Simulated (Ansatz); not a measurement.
# HfCH₃+ (quintet): from Hartree-Fock to the top rungs, def2-TZVPP

The task here is to estimate one member of a computed series from the others.

The runs use Ansatz 0.2.0, Gaussian basis; def2-TZVPP, core rule «outside noble gas», up to 5 orbitals frozen.

Plan: UHF; CCSD(T) on ROHF; CCSD(T) on UHF; CCSDT(Q) on ROHF; CCSDT(Q) on UHF.

4 further runs of the same task are left out: 1 for a known fault of the program, 3 set aside as unsound or not needed.

## The geometry

The geometry is a PBE0/def2-TZVP stationary point (not a proven minimum). No spin-orbit coupling is included. Elements past krypton take def2 core potentials.

5 atoms, charge 1, spin multiplicity 5.

Atoms are counted from 1 here; the program's logs count them from 0.

Bond lengths: Hf1–C2 2.568 Å, C2–H3 1.089 Å, C2–H4 1.089 Å, C2–H5 1.089 Å. Angles: Hf1–C2–H3 96.7°, Hf1–C2–H4 96.7°, Hf1–C2–H5 96.7°, H3–C2–H4 118.7°, H3–C2–H5 118.7°, H4–C2–H5 118.7°.

Set-up of the first run:

in.yaml reads:

```yaml
crystal:
  periodic: [false, false, false]
  atoms:
    - {symbol: Hf, position_ang: [-0.201276, -0.009575, 0.000108]}
    - {symbol: C, position_ang: [2.364017, 0.112457, -0.001273]}
    - {symbol: H, position_ang: [2.542367, -0.961543, 0.000607]}
    - {symbol: H, position_ang: [2.465721, 0.660227, 0.934085]}
    - {symbol: H, position_ang: [2.464875, 0.656809, -0.938715]}
basis:
  gaussian: {orbitals: def2-TZVPP}
total_charge: 1
magnetization: {spin_polarized: true, initial_magnetization: 4}
hamiltonian: {xc: hf}
output: {orbitals: {seedname: orbitals}}
```

Started as:

```
ansatz run in.yaml --threads 1 --pin off --events-out ev --progress --plain --max-ram 4096MiB --backend cpu
```

Steps of the session up to this table: UHF; CCSD(T) on ROHF; CCSD(T) on UHF; CCSDT(Q) on ROHF; CCSDT(Q) on UHF.

One of the session's tables, all rows but one given; the rest of the session is left out.

| method | from RCCSDT(Q) (kcal/mol) |
| --- | --- |
| ROHF | +134.00 |
| UHF | +128.54 |
| RMP2 | +19.86 |
| UMP2 | +17.28 |
| RCCSD | +4.20 |
| UCCSD | +1.42 |
| RCCSD(T) | +0.58 |
| UCCSD(T) | -2.14 |
| RCCSDT | +0.11 |
| UCCSDT | ? |
| RCCSDT(Q) | 0 |
| UCCSDT(Q) | -2.68 |

**Question.** Estimate the row for UCCSDT.

The run gave: from RCCSDT(Q) (kcal/mol): -2.58. In the column «from RCCSDT(Q) (kcal/mol)» it lies between UCCSDT(Q) (-2.68) and UCCSD(T) (-2.14).

To keep in mind: Restricted and unrestricted rows rest on different reference determinants; where their highest levels disagree by more than a few hundredths of an eV, they describe different states and don't form one ladder.
